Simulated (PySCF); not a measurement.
**HgF2: how tightly the ligands are held**

Aim: take one ligand of each kind off HgF2, with both parts rigid, and scan its distance from the metal. The structure is generated, not taken from experiment.

Program: PySCF 2.14.0. Level of theory: BP86, Hg def2-SVP with ECP60, F def2-SVP; scalar-relativistic core potentials, no spin–orbit coupling. These are calculated values, not measurements.

3 further runs of the same task are left out: 2 for a known fault of the program, 1 that didn't finish.

## Step 1: Starting geometry

3 atoms, charge 0, spin multiplicity 1.

Bond lengths: Hg1–F2 1.936 Å, Hg1–F3 1.936 Å. Angles: F2–Hg1–F3 180.0°.

As a file:

```xyz
3

Hg    0.00000    0.00000    0.00000
F     0.00000    0.00000    1.93615
F     0.00000    0.00000   -1.93615
```

Formal oxidation states: Hg +2. An earlier session relaxed this geometry at BP86, Hg def2-SVP with ECP60, F def2-SVP (singlet, point group D∞h).

## Step 2: F taken off

The ligand (atom 2) keeps its formal charge and a closed shell where it can; ligand and rest are solved at the complex's geometry, in vacuum, with the settings of the relaxation.

```csv
part,charge,state,energy (Eh)
complex,0,singlet,-353.132327
ligand,-1,singlet,-99.684507
rest,1,singlet,-252.979384
```

Run time: 0.6 s. Hardware: 2 threads of Intel Xeon Platinum 8259CL at 2.50GHz (Skylake/Cascade Lake), shared host.

## Step 3: Rigid scan of F

Atom 2 moves along the line from atom 1; the distance is to the donor, the donors' midpoint or the ring centre. Each point starts from the density of the one before.

```csv
distance (Å),energy from the relaxed point (eV)
1.64,1.863
1.74,0.677
1.84,0.139
1.94,0.000
2.04,0.098
2.14,0.332
2.34,0.975
2.64,1.968
3.04,3.000
```

Run time: 35 s. Hardware: 2 threads of Intel Xeon Platinum 8259CL at 2.50GHz (Skylake/Cascade Lake), shared host.

## Step 4: Outcome

```
                  quantity       value
              taking off F    12.75 eV
stiffness of the F contact  23.7 eV/Å²
```

**Reading.** Taking off F as a fragment of charge -1 costs 12.75 eV, much of it the attraction of the two charges. Near 1.94 Å the F contact has a stiffness of about 23.7 eV/Å², and the energy stands 3.00 eV higher at 3.04 Å. The free anion is solved without diffuse functions, no counterpoise correction is made, and the parts aren't relaxed; each of these makes the binding look larger. The bases are small and lack diffuse functions. Spin–orbit coupling is left out.
